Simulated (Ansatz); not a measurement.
**C₂H₅O₂Si radical: one species, many methods**

An exercise on one series of results from a longer session: the logs are not shown, and one member is left open.

The runs use Ansatz 0.2.0, Gaussian basis; functionals in def2-TZVPP, the program's frozen cores in correlated methods.

Levels to be run: PBE-D4, r2SCAN-D4, PBE0-D4, B3LYP-D4, ωB97X-V, ωB97M-V, B2PLYP; CCSD(T)/def2-TZVPP; MP2/def2-QZVPP; extrapolation to the limit.

## The geometry

An earlier PBE0-D4 in a triple-zeta def2 set relaxation fixed the geometry.

SMILES `[CH]=C[SiH](O)O`, 10 atoms, charge 0, spin multiplicity 2.

Atoms are counted from 1 here; the program's logs count them from 0.

Bond lengths: C1–C2 1.305 Å, C1–H6 1.082 Å, C2–Si3 1.861 Å, C2–H7 1.092 Å, Si3–O4 1.642 Å, Si3–O5 1.643 Å, Si3–H8 1.481 Å, O4–H9 0.959 Å, O5–H10 0.958 Å. Angles: C2–C1–H6 135.7°, C1–C2–Si3 121.2°, C1–C2–H7 120.4°, Si3–C2–H7 118.4°, C2–Si3–O4 111.3°, C2–Si3–O5 104.8°, C2–Si3–H8 113.1°, O4–Si3–O5 113.2°, O4–Si3–H8 103.4°, O5–Si3–H8 111.2°, Si3–O4–H9 117.2°, Si3–O5–H10 117.2°.

Set-up of the first run:

in.yaml

```yaml
crystal:
  periodic: [false, false, false]
  atoms:
    - {symbol: C, position_ang: [-1.718834, -1.196501, -0.252060]}
    - {symbol: C, position_ang: [-0.437603, -1.266474, -0.015114]}
    - {symbol: Si, position_ang: [0.556083, 0.259830, 0.368796]}
    - {symbol: O, position_ang: [1.846837, 0.401377, -0.636595]}
    - {symbol: O, position_ang: [-0.510414, 1.501826, 0.231821]}
    - {symbol: H, position_ang: [-2.459168, -0.407654, -0.281981]}
    - {symbol: H, position_ang: [0.079311, -2.227912, -0.047860]}
    - {symbol: H, position_ang: [1.171594, 0.228495, 1.715917]}
    - {symbol: H, position_ang: [1.677910, 0.336042, -1.578343]}
    - {symbol: H, position_ang: [-0.205716, 2.370971, 0.495439]}
basis:
  gaussian: {orbitals: def2-TZVPP}
magnetization: {spin_polarized: true, initial_magnetization: 1}
hamiltonian: {xc: pbe, dispersion: d4}
output: {forces: true, orbitals: {seedname: orbitals}}
```

The run is started by

```sh
ansatz run in.yaml --threads 2 --pin off --events-out ev --progress --plain --max-ram 22528MiB --backend cpu
```

Steps of the session up to this table: PBE-D4 (GGA); r2SCAN-D4 (meta-GGA); PBE0-D4 (hybrid); B3LYP-D4 (hybrid); ωB97X-V (range-separated); ωB97M-V (range-separated); B2PLYP (double hybrid); CCSD(T) in def2-TZVPP; MP2 in def2-QZVPP.

One table of the session follows, with a row left open; its other results are not shown here.

It belongs to the step «Atomisation energies». 

```
            method  atomisation energy (kJ/mol)
            PBE-D4                       4027.6
         r2SCAN-D4                       3972.0
           PBE0-D4                       3938.0
          B3LYP-D4                            ?
           ωB97X-V                       3947.2
           ωB97M-V                       3956.7
            B2PLYP                       3907.9
     HF/def2-TZVPP                       2853.4
    MP2/def2-TZVPP                       3912.8
   CCSD/def2-TZVPP                       3778.1
CCSD(T)/def2-TZVPP                       3841.1
           MP2/CBS                       4027.7
       CCSD(T)/CBS                       3955.9
```

**Question.** Estimate the row for B3LYP-D4.

The run gave: atomisation energy (kJ/mol): 3941.1. In the column «atomisation energy (kJ/mol)» it lies between PBE0-D4 (3938.0) and ωB97X-V (3947.2).

Caveats from the session: Free atoms (2 C, 1 Si, 2 O, 5 H) were run apart at each level; the atomisation energy is their sum less the molecule, without zero-point or spin-orbit terms.
